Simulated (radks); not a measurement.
# V⁺ in [Ar] 3d2 4p2: an all-electron calculation

What are the levels of the vanadium ion V+, how large are its shells, and how does its energy divide?

The numbers are computed with radks (a radial shooting solver on a logarithmic mesh, Libxc functionals) version 1 (scalar-relativistic Kohn-Sham, LDA (Slater exchange, Perdew-Wang correlation), spin-polarised, spherical densities, point nucleus; open shells are filled with parallel spins first), except any that are marked as measured or tabulated.

**1. The atom as given**

| Property | Result |
| --- | --- |
| element | vanadium (Z = 23) |
| charge | +1 |
| electrons | 22 |
| configuration | [Ar] 3d2 4p2 |

The outer shells:

V⁺
```
[Ar] core
3d [↑ ][↑ ][  ][  ][  ]
4p [↑ ][↑ ][  ]
```

**2. Self-consistent calculation**

The run's settings:

```text
Z 23
configuration [Ar] 3d2 4p2
relativity scalar-relativistic
functional lda,pw
spin polarised
nucleus point
c 137.035999084
```

Run with:

```bash
python run_ks.py task.json out
```

All runs below come from this command, one after another.

**Question.** What will this run give?

As calculated:

```
                        quantity                   value
                    total energy      -946.37800 hartree
exchange-correlation share of it                  4.51 %
                            −T/E                  1.0088
          highest occupied level        4p up, -9.756 eV
    most extended occupied level  4p up, <r> = 3.29 bohr
 radius at density 0.001 e/bohr³               4.67 bohr
    maxima of the radial density                       3
```

4 principal shells are occupied and 3 maxima appear in the radial density; where shells overlap, one shows as a shoulder or not at all. Relativity lifts −T/E to 1.009. This is not the tabulated ground configuration, so its levels and sizes aren't those of the ground state, and no measured value stands beside it.
